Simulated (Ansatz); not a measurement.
# BrH₅O₂Si₂: basis-set convergence

How large a basis does BrH₅O₂Si₂ need? Two functionals are run in growing sets.

Program: Ansatz 0.2.0, Gaussian basis. Level of theory: one geometry, several basis sets. These are calculated values, not measurements.

Plan: PBE0-D4/def2-SVP; ωB97M-V/def2-SVP; PBE0-D4/def2-QZVPP; ωB97M-V/def2-QZVPP; the functionals' def2-TZVPP values are taken from earlier runs.

## (1) The relaxed structure

All runs share one geometry, relaxed beforehand with PBE0-D4 in a triple-zeta def2 set.

SMILES `O[Si](O)([SiH3])Br`, 10 atoms, charge 0, spin multiplicity 1.

Atoms are counted from 1 here; the program's logs count them from 0.

Bond lengths: O1–Si2 1.627 Å, O1–H6 0.960 Å, Si2–O3 1.638 Å, Si2–Si4 2.331 Å, Si2–Br5 2.247 Å, O3–H7 0.959 Å, Si4–H8 1.487 Å, Si4–H9 1.485 Å, Si4–H10 1.486 Å. Angles: Si2–O1–H6 118.3°, O1–Si2–O3 108.8°, O1–Si2–Si4 107.7°, O1–Si2–Br5 111.0°, O3–Si2–Si4 115.0°, O3–Si2–Br5 106.4°, Si4–Si2–Br5 108.1°, Si2–O3–H7 117.5°, Si2–Si4–H8 108.2°, Si2–Si4–H9 109.7°, Si2–Si4–H10 110.4°, H8–Si4–H9 109.4°, H8–Si4–H10 109.3°, H9–Si4–H10 109.8°.

## (2) PBE0-D4 in def2-SVP

File in.yaml:

```yaml
crystal:
  periodic: [false, false, false]
  atoms:
    - {symbol: O, position_ang: [-0.660928, 1.461105, 1.111304]}
    - {symbol: Si, position_ang: [-0.349670, 0.521439, -0.180127]}
    - {symbol: O, position_ang: [0.502199, 1.394273, -1.273395]}
    - {symbol: Si, position_ang: [0.715235, -1.406155, 0.585037]}
    - {symbol: Br, position_ang: [-2.251667, -0.094060, -1.205323]}
    - {symbol: H, position_ang: [-1.044622, 2.328598, 0.962124]}
    - {symbol: H, position_ang: [0.354110, 1.206357, -2.201946]}
    - {symbol: H, position_ang: [1.006560, -2.272860, -0.587155]}
    - {symbol: H, position_ang: [-0.177424, -2.130450, 1.524931]}
    - {symbol: H, position_ang: [1.989406, -1.059346, 1.267448]}
basis:
  gaussian: {orbitals: def2-SVP}
hamiltonian: {xc: pbe0, dispersion: d4}
output: {orbitals: {seedname: orbitals}}
```

Command:

```sh
ansatz run in.yaml --threads 4 --pin off --events-out ev --progress --plain --max-ram 10444MiB
```

The runs that follow: ωB97M-V in def2-SVP; PBE0-D4 in def2-QZVPP; ωB97M-V in def2-QZVPP.

**Question.** What will the summary of the whole plan be? Wanted: PBE0-D4: double and triple zeta above quadruple; ωB97M-V: double and triple zeta above quadruple.

The runs gave:

| quantity | value |
| --- | --- |
| PBE0-D4: double and triple zeta above quadruple | 21.82, 2.22 eV |
| ωB97M-V: double and triple zeta above quadruple | 21.82, 2.12 eV |

**Reading.** PBE0-D4 gains 19.61 eV from double to triple zeta, then 2.22 eV more. These are total energies; as a rule much of such shifts cancels in differences, which this series doesn't test. The LUMO of ωB97M-V is positive and keeps falling with the basis (2.18 to 1.32 eV): an unbound level that the basis holds in place.
